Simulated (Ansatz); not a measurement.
# C2H5BrOSi: geometry optimisation

Aim: relax C2H5BrOSi at this level.

Method: RKS BHLYP-D4/def2-SVP; program: Ansatz 0.2.0.

1 further run of the same task is left out (set aside as unsound or not needed).

## (1) The starting structure

SMILES `[SiH3]OC=CBr`, 10 atoms, charge 0, spin multiplicity 1.

Atoms are counted from 1 here; the program's logs count them from 0.

Bond lengths: Si1–O2 1.699 Å, Si1–H6 1.504 Å, Si1–H7 1.505 Å, Si1–H8 1.494 Å, O2–C3 1.353 Å, C3–C4 1.348 Å, C3–H9 1.108 Å, C4–Br5 1.884 Å, C4–H10 1.097 Å. Angles: O2–Si1–H6 110.3°, O2–Si1–H7 110.0°, O2–Si1–H8 105.1°, H6–Si1–H7 109.2°, H6–Si1–H8 111.0°, H7–Si1–H8 111.2°, Si1–O2–C3 125.6°, O2–C3–C4 123.6°, O2–C3–H9 117.9°, C4–C3–H9 118.5°, C3–C4–Br5 122.8°, C3–C4–H10 121.5°, Br5–C4–H10 115.6°.

Coordinates:

```mol
C2H5BrOSi
  3D, bonds by distance, orders not assigned

 10  9  0  0  0  0  0  0  0  0999 V2000
   -1.0972   -0.9775    1.1505 Si  0  0
   -0.3885   -0.3245   -0.2482 O   0  0
    0.6355    0.5595   -0.2732 C   0  0
    1.1896    1.0266   -1.4102 C   0  0
    0.6064    0.4990   -3.1226 Br  0  0
   -0.0864   -1.7847    1.9186 H   0  0
   -1.6181    0.1280    2.0284 H   0  0
   -2.2103   -1.8429    0.6552 H   0  0
    1.0345    0.9186    0.6960 H   0  0
    2.0175    1.7468   -1.3914 H   0  0
  1  2  8  0
  1  6  8  0
  1  7  8  0
  1  8  8  0
  2  3  8  0
  3  4  8  0
  3  9  8  0
  4  5  8  0
  4 10  8  0
M  END
```

## (2) Relaxation

File input.yaml:

```yaml
crystal:
  periodic: [false, false, false]
  atoms:
    - { symbol: Si, position_ang: [-1.097216, -0.977543, 1.150527] }
    - { symbol: O, position_ang: [-0.388515, -0.324454, -0.248217] }
    - { symbol: C, position_ang: [0.635543, 0.559523, -0.27323] }
    - { symbol: C, position_ang: [1.189589, 1.026578, -1.410209] }
    - { symbol: Br, position_ang: [0.606433, 0.499001, -3.122587] }
    - { symbol: H, position_ang: [-0.086372, -1.784677, 1.91858] }
    - { symbol: H, position_ang: [-1.61813, 0.127964, 2.028436] }
    - { symbol: H, position_ang: [-2.2103, -1.842901, 0.6552] }
    - { symbol: H, position_ang: [1.034537, 0.918557, 0.696027] }
    - { symbol: H, position_ang: [2.017531, 1.746751, -1.391428] }
basis:
  gaussian: { orbitals: def2-SVP }
hamiltonian:
  xc: { name: BHLYP }
  dispersion: d4
output:
  forces: true
relax:
  f_tol: 0.003
  max_steps: 120
```

On the command line:

```console
> ansatz run input.yaml --threads 1 --pin off --max-ram 2560MiB --backend cpu --events-out ev --progress --plain --runs-dir out
```

The program printed:

```text
Warning: RAYON_NUM_THREADS=1 ignored (pool sized by the plan → 1); use --threads N
The last accepted step is kept in <dir> (removed where the run ends without a failure and the disk answers)
Engine: ansatz 0.2.0, aarch64-unknown-linux-gnu
Functional definition: BHLYP
  parameter a = 0.5
  exchange = (1 - a)*b88_x + a*exact_x
  correlation = lyp_c
1252 factors; integrals over basis functions are off by at most 3.1e-4 eV
mean field evaluation 1: about -82106.8645 eV, gradient 3.5e1 eV
mean field evaluation 2: about -82106.6742 eV, gradient 3.7e1 eV
mean field evaluation 4: about -82109.3730 eV, gradient 2.0e0 eV
mean field evaluation 8: about -82109.4315 eV, gradient 6.7e-2 eV
mean field evaluation 16: about -82109.4315 eV, gradient 1.8e-5 eV
mean field -82109.43148856 eV, -3017.4659514329 hartree, gradient 1.8e-5 eV, S^2 0.000000; 0 other end points of the search recorded, 0 dependent functions left out
the calculation of the forces begins
reference -82109.43168687 eV, -3017.4659587207 hartree; 37, 37 occupied and 80, 80 virtual orbitals, 1252 factors
relax step   1: F+E_penalty+E_count = -82109.71543628 eV  Δ(F+E_penalty+E_count) = +0.000e0 eV  max|allowed force component| = 9.761e-1 eV/Å  Δτ_max = 0.0000 Å  (28 SCF iters, accepted)
these checks for a lower state are left out or cut short: starts, cluster_reference, orbital_swaps, neighbouring_geometries, increment
1252 factors; integrals over basis functions are off by at most 2.9e-4 eV
mean field -82109.49106561 eV, -3017.4681408491 hartree, gradient 2.0e-5 eV, S^2 0.000000; 0 other end points of the search recorded, 0 dependent functions left out
the calculation of the forces begins
reference -82109.49126281 eV, -3017.4681480961 hartree; 37, 37 occupied and 80, 80 virtual orbitals, 1252 factors
relax step   2: F+E_penalty+E_count = -82109.77760081 eV  Δ(F+E_penalty+E_count) = -6.216e-2 eV  max|allowed force component| = 4.807e-1 eV/Å  Δτ_max = 0.0350 Å  (34 SCF iters, accepted)
these checks for a lower state are left out or cut short: starts, cluster_reference, orbital_swaps, neighbouring_geometries, increment
1252 factors; integrals over basis functions are off by at most 2.8e-4 eV
mean field -82109.49692044 eV, -3017.4683560101 hartree, gradient 2.0e-5 eV, S^2 0.000000; 0 other end points of the search recorded, 0 dependent functions left out
the calculation of the forces begins
reference -82109.49711755 eV, -3017.4683632539 hartree; 37, 37 occupied and 80, 80 virtual orbitals, 1252 factors
relax step   3: F+E_penalty+E_count = -82109.78410439 eV  Δ(F+E_penalty+E_count) = -6.504e-3 eV  max|allowed force component| = 1.740e-1 eV/Å  Δτ_max = 0.0107 Å  (32 SCF iters, accepted)
[... from here on, the SCF cycles and remarks between the steps are left out ...]
relax step   4: F+E_penalty+E_count = -82109.78534213 eV  Δ(F+E_penalty+E_count) = -1.238e-3 eV  max|allowed force component| = 8.906e-2 eV/Å  Δτ_max = 0.0208 Å  (32 SCF iters, accepted)
relax step   5: F+E_penalty+E_count = -82109.78607604 eV  Δ(F+E_penalty+E_count) = -7.339e-4 eV  max|allowed force component| = 3.924e-2 eV/Å  Δτ_max = 0.0136 Å  (25 SCF iters, accepted)
relax step   6: F+E_penalty+E_count = -82109.78624958 eV  Δ(F+E_penalty+E_count) = -1.735e-4 eV  max|allowed force component| = 1.841e-2 eV/Å  Δτ_max = 0.0141 Å  (25 SCF iters, accepted)
relax step   7: F+E_penalty+E_count = -82109.78631324 eV  Δ(F+E_penalty+E_count) = -6.366e-5 eV  max|allowed force component| = 3.015e-3 eV/Å  Δτ_max = 0.0083 Å  (25 SCF iters, accepted)
relax step   8: F+E_penalty+E_count = -82109.78634055 eV  Δ(F+E_penalty+E_count) = -2.731e-5 eV  max|allowed force component| = 9.146e-3 eV/Å  Δτ_max = 0.0098 Å  (25 SCF iters, accepted)
relax step   9: F+E_penalty+E_count = -82109.78637490 eV  Δ(F+E_penalty+E_count) = -3.436e-5 eV  max|allowed force component| = 1.646e-2 eV/Å  Δτ_max = 0.0161 Å  (25 SCF iters, accepted)
relax step  10: F+E_penalty+E_count = -82109.78636142 eV  Δ(F+E_penalty+E_count) = +1.348e-5 eV  max|allowed force component| = 5.088e-2 eV/Å  Δτ_max = 0.0674 Å  (31 SCF iters, rejected (line search))
relax step  11: F+E_penalty+E_count = -82109.78648871 eV  Δ(F+E_penalty+E_count) = -1.138e-4 eV  max|allowed force component| = 2.285e-2 eV/Å  Δτ_max = 0.0326 Å  (32 SCF iters, accepted)
relax step  12: F+E_penalty+E_count = -82109.78608043 eV  Δ(F+E_penalty+E_count) = +4.083e-4 eV  max|allowed force component| = 1.080e-1 eV/Å  Δτ_max = 0.0976 Å  (31 SCF iters, rejected (line search))
relax step  13: F+E_penalty+E_count = -82109.78665598 eV  Δ(F+E_penalty+E_count) = -1.673e-4 eV  max|allowed force component| = 4.017e-2 eV/Å  Δτ_max = 0.0465 Å  (33 SCF iters, accepted)
relax step  14: F+E_penalty+E_count = -82109.78670409 eV  Δ(F+E_penalty+E_count) = -4.811e-5 eV  max|allowed force component| = 6.141e-2 eV/Å  Δτ_max = 0.0482 Å  (32 SCF iters, accepted)
relax step  15: F+E_penalty+E_count = -82109.78691042 eV  Δ(F+E_penalty+E_count) = -2.063e-4 eV  max|allowed force component| = 6.008e-2 eV/Å  Δτ_max = 0.0343 Å  (33 SCF iters, accepted)
relax step  16: F+E_penalty+E_count = -82109.78724103 eV  Δ(F+E_penalty+E_count) = -3.306e-4 eV  max|allowed force component| = 4.099e-2 eV/Å  Δτ_max = 0.0109 Å  (24 SCF iters, accepted)
relax step  17: F+E_penalty+E_count = -82109.78787495 eV  Δ(F+E_penalty+E_count) = -6.339e-4 eV  max|allowed force component| = 2.263e-2 eV/Å  Δτ_max = 0.0478 Å  (32 SCF iters, accepted)
relax step  18: F+E_penalty+E_count = -82109.78745245 eV  Δ(F+E_penalty+E_count) = +4.225e-4 eV  max|allowed force component| = 1.107e-1 eV/Å  Δτ_max = 0.1542 Å  (31 SCF iters, rejected (line search))
relax step  19: F+E_penalty+E_count = -82109.78843822 eV  Δ(F+E_penalty+E_count) = -5.633e-4 eV  max|allowed force component| = 3.487e-2 eV/Å  Δτ_max = 0.0755 Å  (32 SCF iters, accepted)
relax step  20: F+E_penalty+E_count = -82109.78849375 eV  Δ(F+E_penalty+E_count) = -5.553e-5 eV  max|allowed force component| = 7.104e-2 eV/Å  Δτ_max = 0.0987 Å  (32 SCF iters, accepted)
relax step  21: F+E_penalty+E_count = -82109.78895693 eV  Δ(F+E_penalty+E_count) = -4.632e-4 eV  max|allowed force component| = 2.975e-2 eV/Å  Δτ_max = 0.0209 Å  (32 SCF iters, accepted)
relax step  22: F+E_penalty+E_count = -82109.78908767 eV  Δ(F+E_penalty+E_count) = -1.307e-4 eV  max|allowed force component| = 2.246e-2 eV/Å  Δτ_max = 0.0132 Å  (25 SCF iters, accepted)
relax step  23: F+E_penalty+E_count = -82109.78921721 eV  Δ(F+E_penalty+E_count) = -1.295e-4 eV  max|allowed force component| = 1.875e-2 eV/Å  Δτ_max = 0.0382 Å  (32 SCF iters, accepted)
relax step  24: F+E_penalty+E_count = -82109.78927085 eV  Δ(F+E_penalty+E_count) = -5.364e-5 eV  max|allowed force component| = 1.916e-2 eV/Å  Δτ_max = 0.0225 Å  (33 SCF iters, accepted)
relax step  25: F+E_penalty+E_count = -82109.78928757 eV  Δ(F+E_penalty+E_count) = -1.672e-5 eV  max|allowed force component| = 1.652e-2 eV/Å  Δτ_max = 0.0099 Å  (26 SCF iters, accepted)
relax step  26: F+E_penalty+E_count = -82109.78929833 eV  Δ(F+E_penalty+E_count) = -1.076e-5 eV  max|allowed force component| = 1.085e-2 eV/Å  Δτ_max = 0.0050 Å  (24 SCF iters, accepted)
relax step  27: F+E_penalty+E_count = -82109.78930649 eV  Δ(F+E_penalty+E_count) = -8.167e-6 eV  max|allowed force component| = 4.275e-3 eV/Å  Δτ_max = 0.0029 Å  (24 SCF iters, accepted)
relax step  28: F+E_penalty+E_count = -82109.78931133 eV  Δ(F+E_penalty+E_count) = -4.833e-6 eV  max|allowed force component| = 4.754e-3 eV/Å  Δτ_max = 0.0022 Å  (21 SCF iters, accepted)
relax step  29: F+E_penalty+E_count = -82109.78931402 eV  Δ(F+E_penalty+E_count) = -2.694e-6 eV  max|allowed force component| = 3.578e-3 eV/Å  Δτ_max = 0.0012 Å  (22 SCF iters, accepted)
these checks for a lower state are left out or cut short: starts, cluster_reference, orbital_swaps, neighbouring_geometries, increment
1252 factors; integrals over basis functions are off by at most 2.8e-4 eV
mean field -82109.50135654 eV, -3017.4685190337 hartree, gradient 6.9e-5 eV, S^2 0.000000; 0 other end points of the search recorded, 0 dependent functions left out
the calculation of the forces begins
reference -82109.50155266 eV, -3017.4685262411 hartree; 37, 37 occupied and 80, 80 virtual orbitals, 1252 factors
relax step  30: F+E_penalty+E_count = -82109.78931666 eV  Δ(F+E_penalty+E_count) = -2.642e-6 eV  max|allowed force component| = 2.852e-3 eV/Å  Δτ_max = 0.0020 Å  (21 SCF iters, accepted)
1252 factors; integrals over basis functions are off by at most 2.8e-4 eV
mean field -82109.50135654 eV, -3017.4685190337 hartree, gradient 6.9e-5 eV, S^2 0.000000; 1 other end points of the search recorded, 0 dependent functions left out
the calculation of the forces begins
reference -82109.50155266 eV, -3017.4685262411 hartree; 37, 37 occupied and 80, 80 virtual orbitals, 1252 factors
Total energy: -82109.78951279 eV, -3017.4791085806 hartree
Atom 0 at    -1.056189    -1.009108     1.124250 Å, force     0.000802    -0.001735     0.001844 eV/Å
Atom 1 at    -0.446209    -0.215955    -0.208654 Å, force     0.001236     0.001062    -0.002852 eV/Å
Atom 2 at     0.514896     0.708169    -0.275023 Å, force    -0.001492    -0.000999    -0.001586 eV/Å
Atom 3 at     1.190512     0.998579    -1.377273 Å, force     0.000354     0.000351     0.001749 eV/Å
Atom 4 at     0.910415     0.118738    -3.006667 Å, force    -0.000679    -0.000817    -0.000909 eV/Å
Atom 5 at    -0.124448    -2.069814     1.563468 Å, force     0.000070     0.000559    -0.000486 eV/Å
Atom 6 at    -1.237386    -0.032893     2.223946 Å, force    -0.000636     0.000803     0.001203 eV/Å
Atom 7 at    -2.344822    -1.586239     0.710570 Å, force    -0.001202    -0.000548    -0.000237 eV/Å
Atom 8 at     0.732483     1.263861     0.637463 Å, force     0.000468     0.000732     0.001736 eV/Å
Atom 9 at     1.943848     1.773461    -1.388981 Å, force     0.001078     0.000592    -0.000463 eV/Å
Dipole moment:    -0.013458     0.078285     0.538335 e Å
```

Run time: 2.9 min. Hardware: 1 thread of Arm Neoverse V2, shared host; peak memory 0.29 GiB.

Relaxation path:

| step | energy from step 1 (eV) | largest force component (eV/Å) |
| --- | --- | --- |
| 1 | 0.0000 | 0.9761 |
| 2 | -0.0622 | 0.4807 |
| 3 | -0.0687 | 0.1740 |
| 4 | -0.0699 | 0.0891 |
| 5 | -0.0706 | 0.0392 |
| 6 | -0.0708 | 0.0184 |
| 7 | -0.0709 | 0.0030 |
| 8 | -0.0709 | 0.0091 |
| 9 | -0.0709 | 0.0165 |
| 10 | -0.0709 | 0.0509 |
| 11 | -0.0711 | 0.0228 |
| 12 | -0.0706 | 0.1080 |
| 13 | -0.0712 | 0.0402 |
| 14 | -0.0713 | 0.0614 |
| 15 | -0.0715 | 0.0601 |
| 16 | -0.0718 | 0.0410 |
| 17 | -0.0724 | 0.0226 |
| 18 | -0.0720 | 0.1107 |
| 19 | -0.0730 | 0.0349 |
| 20 | -0.0731 | 0.0710 |
| 21 | -0.0735 | 0.0297 |
| 22 | -0.0737 | 0.0225 |
| 23 | -0.0738 | 0.0188 |
| 24 | -0.0738 | 0.0192 |
| 25 | -0.0739 | 0.0165 |
| 26 | -0.0739 | 0.0108 |
| 27 | -0.0739 | 0.0043 |
| 28 | -0.0739 | 0.0048 |
| 29 | -0.0739 | 0.0036 |
| 30 | -0.0739 | 0.0029 |

Distances of close pairs at the start and the end, largest changes first:

| bond | before (Å) | after (Å) | change (Å) |
| --- | --- | --- | --- |
| Si1–O2 | 1.699 | 1.667 | -0.032 |
| Si1–H6 | 1.504 | 1.479 | -0.026 |
| C3–C4 | 1.348 | 1.325 | -0.023 |
| Si1–H7 | 1.505 | 1.482 | -0.023 |
| Si1–H8 | 1.494 | 1.471 | -0.023 |
| O2–C3 | 1.353 | 1.335 | -0.018 |
| C3–H9 | 1.108 | 1.090 | -0.018 |
| C4–H10 | 1.097 | 1.081 | -0.017 |

## (3) Summary of results

```
             quantity      value
        energy gained  0.0739 eV
root mean square move    0.322 Å
        dipole moment     2.61 D
```

Bond lengths: Si1–O2 1.667 Å, Si1–H6 1.479 Å, Si1–H7 1.482 Å, Si1–H8 1.471 Å, O2–C3 1.335 Å, C3–C4 1.325 Å, C3–H9 1.090 Å, C4–Br5 1.873 Å, C4–H10 1.081 Å. Angles: O2–Si1–H6 110.4°, O2–Si1–H7 109.0°, O2–Si1–H8 106.4°, H6–Si1–H7 109.2°, H6–Si1–H8 110.7°, H7–Si1–H8 111.1°, Si1–O2–C3 129.2°, O2–C3–C4 124.1°, O2–C3–H9 117.1°, C4–C3–H9 118.9°, C3–C4–Br5 123.0°, C3–C4–H10 121.4°, Br5–C4–H10 115.6°. No frequencies were computed here.
